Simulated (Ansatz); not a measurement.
# PdN (quartet): the correlation ladder, def2-QZVPP

The task here is to estimate one member of a computed series from the others.

The runs use Ansatz 0.2.0, Gaussian basis; def2-QZVPP, core rule «outside noble gas», up to 5 orbitals frozen.

Plan: UHF; ROHF; CCSD(T) on UHF.

2 further runs of the same task are left out: 2 set aside as unsound or not needed.

**The system**

The geometry is a PBE0/def2-TZVP stationary point (not a proven minimum) of the parent state, kept for this charge and spin. No spin-orbit coupling is included. Elements past krypton take def2 core potentials.

2 atoms, charge 0, spin multiplicity 4.

Atoms are counted from 1 here; the program's logs count them from 0.

Bond lengths: Pd1–N2 1.797 Å.

Set-up of the first run:

File in.yaml:

```yaml
crystal:
  periodic: [false, false, false]
  atoms:
    - {symbol: Pd, position_ang: [0.000000, 0.000000, 0.000000]}
    - {symbol: N, position_ang: [0.000000, 0.000000, 1.796800]}
basis:
  gaussian: {orbitals: "def2-QZVPP.json"}
magnetization: {spin_polarized: true, initial_magnetization: 3}
hamiltonian: {xc: hf}
output: {orbitals: {seedname: orbitals}}
```

Launch:

```console
$ ansatz run in.yaml --threads 1 --pin off --events-out ev --progress --plain --max-ram 4096MiB --backend cpu
```

Among the steps run: UHF; ROHF; CCSD(T) on UHF.

One table of the session follows, with a row left open; its other results are not shown here.

It belongs to the step «Misses and costs». 

```
  method  from UCCSD(T) (kJ/mol)
    ROHF                       ?
     UHF                 +1497.1
    UMP2                   +24.8
   UCCSD                   +86.3
UCCSD(T)                       0
```

**Question.** Estimate the row for ROHF.

The run gave: from UCCSD(T) (kJ/mol): +1528.8. In the column «from UCCSD(T) (kJ/mol)» it is the highest.
